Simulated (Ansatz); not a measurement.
Crystal: Nb2Pd.

```
Pd Nb
1.0
     0.00000    2.14539    6.53792
     1.81814    0.00000    6.53792
     1.81814    2.14539    0.00000
Pd Nb
1 2
Cartesian
  0.0000 0.0000 0.0000
  1.8181 2.1454 8.6605
  1.8181 2.1454 4.4154
```

The cell comes from a database or a generator and needn't be the stable form of this composition.

```yaml
Program: Ansatz 0.2.0
Task: single point
Functional: PBEsol
Potentials_or_basis: all-electron LAPW, scalar-relativistic
Cutoff: 254 eV (chosen from the basis error)
Basis_error_allowed: 0.001 eV/atom
k_mesh: 10 × 10 × 10
Occupations: fermi-dirac, width 0.05 eV
Spin: no spin polarisation
```

On this cell: pressure -6.8 GPa; largest force 0.024 eV/Å; band gap on the k mesh none (metal or under the smearing width).

The same run follows on a disturbed copy (atoms moved at random, drawn with an rms of 0.05 Å):

```xyz
3
Lattice="0.0000 2.1454 6.5379 1.8181 0.0000 6.5379 1.8181 2.1454 0.0000" Properties=species:S:1:pos:R:3 pbc="T T T"
Pd   -0.0039   -0.0543    0.0017
Nb    1.8278    2.1651    8.6426
Nb    1.8538    2.1510    4.4091
```

What changes?

The energy (extrapolated to zero smearing) moves by +2.6 meV/atom; pressure -6.7 GPa; largest force 0.189 eV/Å; band gap on the k mesh none (metal or under the smearing width).

Forces on the atoms (eV/Å):
```
Pd   0.111  0.118 -0.099
Nb   0.027 -0.095  0.126
Nb  -0.137 -0.023 -0.028
```

Stress tensor (GPa, compression positive):
```
-6.68 -0.03  0.13
-0.03 -6.98  0.00
 0.13  0.00 -6.47
```
